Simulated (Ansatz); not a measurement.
# CH3BrSi: vertical ionisation energy

One table from this session's results is given with a row withheld; the runs are named, their logs left out.

Program: Ansatz 0.2.0, Gaussian basis. Level of theory: unrestricted cation, the program's frozen cores in correlated methods. These are calculated values, not measurements.

Plan: UKS PBE-D4/def2-TZVPP; UKS r2SCAN-D4/def2-TZVPP; UKS PBE0-D4/def2-TZVPP; UKS B3LYP-D4/def2-TZVPP; UKS wB97X-V/def2-TZVPP; UKS wB97M-V/def2-TZVPP; UKS B2PLYP/def2-TZVPP; UHF-CCSD(T)/def2-TZVPP; UHF-MP2/def2-QZVPP; extrapolation to the limit; then −ε(HOMO) from the neutral's earlier runs with LDA (SPW92), PBE-D4, revPBE-D4, BLYP-D4, r2SCAN-D4, B97M-V, PBE0-D4, B3LYP-D4, r2SCANh-D4, r2SCAN0-D4, HSE06-D4, BHLYP-D4, CAM-B3LYP-D4, LC-ωPBE, ωB97X-V, ωB97M-V.

## The geometry

All runs share one geometry, relaxed beforehand with PBE0-D4 in a triple-zeta def2 set.

SMILES `C[Si]Br`, 6 atoms, charge 0, spin multiplicity 1.

Atoms are counted from 1 here; the program's logs count them from 0.

Bond lengths: C1–Si2 1.888 Å, C1–H4 1.096 Å, C1–H5 1.093 Å, C1–H6 1.095 Å, Si2–Br3 2.264 Å. Angles: Si2–C1–H4 110.1°, Si2–C1–H5 111.1°, Si2–C1–H6 110.6°, H4–C1–H5 108.9°, H4–C1–H6 106.8°, H5–C1–H6 109.1°, C1–Si2–Br3 98.3°.

Coordinates:

```
C    -0.4336    0.3791   -0.2068
Si    0.0126   -0.7605    1.2310
Br    1.9983   -1.5150    0.4466
H     0.3320    1.1542   -0.3258
H    -1.4020    0.8590   -0.0434
H    -0.4652   -0.1809   -1.1478
```

Set-up of the first run:

Input file in.yaml:

```yaml
crystal:
  periodic: [false, false, false]
  atoms:
    - {symbol: C, position_ang: [-0.433584, 0.379089, -0.206821]}
    - {symbol: Si, position_ang: [0.012646, -0.760472, 1.230991]}
    - {symbol: Br, position_ang: [1.998334, -1.514964, 0.446610]}
    - {symbol: H, position_ang: [0.331950, 1.154191, -0.325822]}
    - {symbol: H, position_ang: [-1.402005, 0.859030, -0.043397]}
    - {symbol: H, position_ang: [-0.465240, -0.180874, -1.147762]}
basis:
  gaussian: {orbitals: def2-TZVPP}
total_charge: 1
magnetization: {spin_polarized: true, initial_magnetization: 1}
hamiltonian: {xc: pbe, dispersion: d4}
```

Steps of the session up to this table: Cation, UKS PBE-D4/def2-TZVPP; Cation, UKS r2SCAN-D4/def2-TZVPP; Cation, UKS PBE0-D4/def2-TZVPP; Cation, UKS B3LYP-D4/def2-TZVPP; Cation, UKS wB97X-V/def2-TZVPP; Cation, UKS wB97M-V/def2-TZVPP; Cation, UKS B2PLYP (frozen core)/def2-TZVPP; Cation, UHF-CCSD(T)/def2-TZVPP; Cation, UHF-MP2/def2-QZVPP.

One of the session's tables, all rows but one given; the rest of the session is left out.

For comparison, −ε(HOMO) of the neutral from earlier runs:

| functional | −ε(HOMO) (eV) |
| --- | --- |
| LDA (SPW92) | 5.73 |
| PBE-D4 | 5.62 |
| revPBE-D4 | 5.58 |
| BLYP-D4 | ? |
| r2SCAN-D4 | 5.83 |
| B97M-V | 5.89 |
| PBE0-D4 | 6.68 |
| B3LYP-D4 | 6.51 |
| r2SCANh-D4 | 6.22 |
| r2SCAN0-D4 | 6.81 |
| HSE06-D4 | 6.29 |
| BHLYP-D4 | 7.64 |
| CAM-B3LYP-D4 | 7.96 |
| LC-ωPBE | 9.22 |
| ωB97X-V | 8.91 |
| ωB97M-V | 8.75 |

Estimate the missing values for BLYP-D4.

Worked estimate for «−ε(HOMO) (eV)». Against the share of exact exchange, B3LYP-D4 (0.2, 6.51), BHLYP-D4 (0.5, 7.64) give a slope of 3.77 per unit share; at 0 the line stands at 5.76.

The run gave: −ε(HOMO) (eV): 5.49. In «−ε(HOMO) (eV)» the line misses by +0.27.
